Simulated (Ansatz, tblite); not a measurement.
**The cluster Ga₂P₃: a ladder of methods and basis sets**

The task here is to estimate one member of a computed series from the others.

Method: as each input shows; program: Ansatz 0.2.0, Gaussian basis.

The runs, in order: GFN1-xTB, GFN2-xTB, PBE-D4/def2-TZVP, r2SCAN-D4/def2-TZVP, BHLYP-D4/def2-TZVP, HSE06-D4/def2-TZVP, PBE+10HF/def2-SVP, PBE+15HF/def2-SVP, PBE+40HF/def2-SVP, PBE-D4/def2-SVP, PBE0-D4/def2-SVP, HF/6-31G, B3LYP-D4/6-31G, PBE0-D4/def2-TZVPD, PBE-D4/def2-TZVPD, r2SCAN-D4/def2-TZVPD, CCSD(T)/def2-SVP, MP2/def2-TZVP, RPA/def2-TZVP.

2 further runs of the same task are left out: 2 set aside as unsound or not needed. Runs told in other sessions of the task aren't counted.

### The structure

The doublet was relaxed beforehand with PBE-D4/def2-SVP. At that level it is the lowest of the isomers that a small search found.

5 atoms, charge 0, spin multiplicity 2.

Bond lengths: Ga1–P3 2.553 Å, Ga1–P5 2.553 Å, Ga2–P3 2.553 Å, Ga2–P5 2.553 Å, P3–P4 2.188 Å, P3–P5 2.361 Å, P4–P5 2.188 Å. Angles: P3–Ga1–P5 55.1°, P3–Ga2–P5 55.1°, Ga1–P3–Ga2 124.3°, Ga1–P3–P4 78.8°, Ga1–P3–P5 62.4°, Ga2–P3–P4 78.8°, Ga2–P3–P5 62.4°, P4–P3–P5 57.4°, P3–P4–P5 65.3°, Ga1–P5–Ga2 124.3°, Ga1–P5–P3 62.4°, Ga1–P5–P4 78.8°, Ga2–P5–P3 62.4°, Ga2–P5–P4 78.8°, P3–P5–P4 57.4°.

PBE0-D4/def2-TZVP was run before; its log isn't repeated, and its numbers join the tables.

Set-up of the first run:

Tight binding, by tblite at 300 K electronic temperature and without a spin-polarisation term:

```python
tblite.interface.Calculator('GFN1-xTB', numbers, positions, charge=0, uhf=1).singlepoint()
```

Tight binding, by tblite at 300 K electronic temperature and without a spin-polarisation term:

```python
tblite.interface.Calculator('GFN2-xTB', numbers, positions, charge=0, uhf=1).singlepoint()
```

start.molden holds the orbitals of an earlier run on this state, given as this run's starting guess.

File in.yaml:

```yaml
crystal:
  periodic: [false, false, false]
  atoms:
    - {symbol: Ga, position_ang: [1.245962, -1.809638, 0.697114]}
    - {symbol: Ga, position_ang: [-0.503665, 1.859962, -1.264881]}
    - {symbol: P, position_ang: [-0.314932, -0.668342, -0.969199]}
    - {symbol: P, position_ang: [-1.221750, -0.082855, 0.934519]}
    - {symbol: P, position_ang: [0.794385, 0.700874, 0.602456]}
basis:
  gaussian: {orbitals: def2-TZVP, initial_orbitals: start.molden}
magnetization: {spin_polarized: true, initial_magnetization: 1}
hamiltonian: {xc: pbe, dispersion: d4}
scf: {omitted_lower_state_checks: [starts]}
output: {orbitals: {seedname: orbitals}}
```

The run is started by

```sh
> ansatz run in.yaml --threads 4 --pin off --events-out ev --progress --plain --max-ram 4787MiB
```

Among the steps run: PBE-D4/def2-TZVP; r2SCAN-D4/def2-TZVP; BHLYP-D4/def2-TZVP; HSE06-D4/def2-TZVP; PBE+10HF/def2-SVP; PBE+15HF/def2-SVP; PBE+40HF/def2-SVP; PBE-D4/def2-SVP; PBE0-D4/def2-SVP; HF/6-31G; B3LYP-D4/6-31G; PBE0-D4/def2-TZVPD; PBE-D4/def2-TZVPD; r2SCAN-D4/def2-TZVPD; CCSD(T)/def2-SVP; MP2/def2-TZVP; RPA/def2-TZVP.

One of the session's tables, all rows but one given; the rest of the session is left out.

It belongs to the step «Levels side by side». 

```
               level  HOMO (eV)  LUMO (eV)  gap (eV)
            HF/6-31G      -7.65      -0.85      6.80
     PBE-D4/def2-SVP      -4.87      -4.37      0.50
    PBE-D4/def2-TZVP      -4.83      -4.31      0.52
   PBE-D4/def2-TZVPD      -4.84      -4.32      0.52
 r2SCAN-D4/def2-TZVP      -5.15      -4.26      0.89
r2SCAN-D4/def2-TZVPD      -5.14      -4.25      0.89
      B3LYP-D4/6-31G      -5.61      -4.02      1.59
    PBE0-D4/def2-SVP      -5.76      -3.75      2.01
   PBE0-D4/def2-TZVP      -5.69      -3.66      2.03
  PBE0-D4/def2-TZVPD      -5.69      -3.66      2.03
  HSE06-D4/def2-TZVP          ?          ?         ?
  BHLYP-D4/def2-TZVP      -6.34      -2.83      3.51
   PBE+10HF/def2-SVP      -5.22      -4.13      1.10
   PBE+15HF/def2-SVP      -5.40      -4.00      1.40
   PBE+40HF/def2-SVP      -6.30      -3.37      2.94
```

**Question.** Estimate the row for HSE06-D4/def2-TZVP.

The run gave: HOMO (eV): -5.32; LUMO (eV): -4.02; gap (eV): 1.30. In the column «HOMO (eV)» it lies between PBE+15HF/def2-SVP (-5.40) and PBE+10HF/def2-SVP (-5.22).
